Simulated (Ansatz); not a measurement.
# C₂H₄AuNO: a ladder of functionals and wavefunction methods

An exercise on one series of results from a longer session: the logs are not shown, and one member is left open.

The runs use Ansatz 0.2.0, Gaussian basis; functionals in def2-TZVPP, the program's frozen cores in correlated methods.

Levels to be run: LDA (SPW92), PBE-D4, revPBE-D4, BLYP-D4, r2SCAN-D4, B97M-V, PBE0-D4, B3LYP-D4, r2SCANh-D4, r2SCAN0-D4, HSE06-D4, BHLYP-D4, CAM-B3LYP-D4, LC-ωPBE, ωB97X-V, ωB97M-V, B2PLYP, PBE-QIDH; CCSD(T)/def2-SVP; CCSD(T)/def2-TZVPP; MP2/def2-QZVPP; extrapolation to the limit; RPA on PBE.

**The relaxed structure**

All runs share one geometry, relaxed beforehand with PBE0-D4 in a triple-zeta def2 set. Au takes the def2 core potential; no spin-orbit term is included.

SMILES `CC#[N+][Au-][OH]`, 9 atoms, charge 0, spin multiplicity 1.

Atoms are counted from 1 here; the program's logs count them from 0.

Bond lengths: C1–C2 1.443 Å, C1–H6 1.091 Å, C1–H7 1.091 Å, C1–H8 1.091 Å, C2–N3 1.146 Å, N3–Au4 1.948 Å, Au4–O5 1.939 Å, O5–H9 0.961 Å. Angles: C2–C1–H6 110.0°, C2–C1–H7 109.8°, C2–C1–H8 110.0°, H6–C1–H7 109.0°, H6–C1–H8 109.1°, H7–C1–H8 109.0°, C1–C2–N3 180.0°, C2–N3–Au4 179.4°, N3–Au4–O5 177.3°, Au4–O5–H9 108.8°.

The first run:

in.yaml reads:

```yaml
crystal:
  periodic: [false, false, false]
  atoms:
    - {symbol: C, position_ang: [0.886031, -1.979558, 0.786628]}
    - {symbol: C, position_ang: [0.383820, -0.723135, 0.284446]}
    - {symbol: N, position_ang: [-0.014471, 0.274412, -0.113942]}
    - {symbol: Au, position_ang: [-0.709447, 1.965173, -0.786822]}
    - {symbol: O, position_ang: [-1.314282, 3.676045, -1.469935]}
    - {symbol: H, position_ang: [1.568668, -1.801701, 1.619399]}
    - {symbol: H, position_ang: [0.055467, -2.596935, 1.133239]}
    - {symbol: H, position_ang: [1.418542, -2.510883, -0.004108]}
    - {symbol: H, position_ang: [-2.274337, 3.696572, -1.448906]}
basis:
  gaussian: {orbitals: def2-TZVPP}
hamiltonian: {xc: lda}
output: {orbitals: {seedname: orbitals}}
```

Among the steps run: LDA; PBE-D4 (GGA); revPBE-D4 (GGA); BLYP-D4 (GGA); r2SCAN-D4 (meta-GGA); B97M-V (meta-GGA); PBE0-D4 (hybrid); B3LYP-D4 (hybrid); r2SCANh-D4 (hybrid); r2SCAN0-D4 (hybrid); HSE06-D4 (hybrid); BHLYP-D4 (hybrid); CAM-B3LYP-D4 (range-separated); LC-ωPBE (range-separated); ωB97X-V (range-separated); ωB97M-V (range-separated); B2PLYP (double hybrid); PBE-QIDH (double hybrid).

One of the session's tables, all rows but one given; the rest of the session is left out.

It belongs to the step «Frontier levels by functional». 

| functional | HOMO (eV) | gap (eV) |
| --- | --- | --- |
| LDA (SPW92) | -5.22 | 3.48 |
| PBE-D4 | -4.97 | 3.47 |
| revPBE-D4 | -4.89 | 3.47 |
| BLYP-D4 | -4.87 | 3.47 |
| r2SCAN-D4 | -5.16 | 3.89 |
| B97M-V | -5.17 | 3.95 |
| PBE0-D4 | -6.28 | 5.70 |
| B3LYP-D4 | -6.07 | 5.24 |
| r2SCANh-D4 | -5.67 | 4.73 |
| r2SCAN0-D4 | ? | ? |
| HSE06-D4 | -5.89 | 4.93 |
| BHLYP-D4 | -7.61 | 8.02 |
| CAM-B3LYP-D4 | -7.63 | 8.08 |
| LC-ωPBE | -8.83 | 10.41 |
| ωB97X-V | -8.56 | 10.06 |
| ωB97M-V | -8.54 | 9.89 |

Q: Estimate the row for r2SCAN0-D4 from the others.

Worked estimate for «HOMO (eV)». Against the share of exact exchange, r2SCAN-D4 (0, -5.16), r2SCANh-D4 (0.1, -5.67) give a slope of -5.10 per unit share; at 0.25 the line stands at -6.43.

The run gave: HOMO (eV): -6.46; gap (eV): 6.02. In «HOMO (eV)» the line misses by +0.03.
